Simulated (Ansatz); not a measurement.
Predict the output of the script below (the Ansatz DFT code, driven from Python).

`run_cas.py`
```python
# -*- coding: utf-8 -*-
"""Static correlation in BrHMgO: natural occupations of an active space."""

import logging
import sys

import ansatz as az

logging.basicConfig(stream=sys.stdout, format="%(name)s: %(message)s")
log = logging.getLogger("run")
log.setLevel(logging.INFO)

BASIS_SET = "def2-SVP"


def main():
    geometry_ang = [
        ("O", (-0.8389, 0.9303, -0.8845)),
        ("Mg", (0.4525, -0.1049, 0.1232)),
        ("Br", (2.1278, -1.4673, 1.4048)),
        ("H", (-1.6858, 0.5815, -0.6639)),
    ]
    system = az.Crystal.molecule()
    for symbol, xyz in geometry_ang:
        system = system.atom(symbol, xyz)

    setup = (
        system.calculation()
        .basis(gaussian=BASIS_SET)
        .correlation(active_electrons=2, active_orbitals=2)
    )
    for method in ["sc_nevpt2"]:
        data = (setup if method is None else setup.correlation(method)).run(threads=1).report
        space = data["configurations"]
        state = space["states"][0]
        print(method or "casscf", f"total {data['free_energy_ev'] / 27.211386246:.6f} Ha, active-space state {state['energy']['hartree']:.6f} Ha, mean field {data['reference_energy_ev'] / 27.211386246:.6f} Ha")
        print("  determinants", state["n_determinants"], " natural occupations", [round(n, 3) for n in space["natural_occupations"]])


if __name__ == "__main__":
    main()
```

Running `python run_cas.py` prints:
```text
sc_nevpt2 total -2847.593639 Ha, active-space state -2847.153963 Ha, mean field -2847.134007 Ha
  determinants 4  natural occupations [1.981, 0.019]
```

Caveats:
- Total energies depend on the basis set; only differences at equal settings carry meaning.
- The geometry is a force-field or estimated start, not a minimum of this method, and the basis set is short of its limit. The active space starts as a window about the frontier orbitals and is then optimised, not chosen by chemistry.
- It ran for 3.9 s on 1 thread of Arm Neoverse V1, with other jobs on the host, peak memory 0.21 GiB.
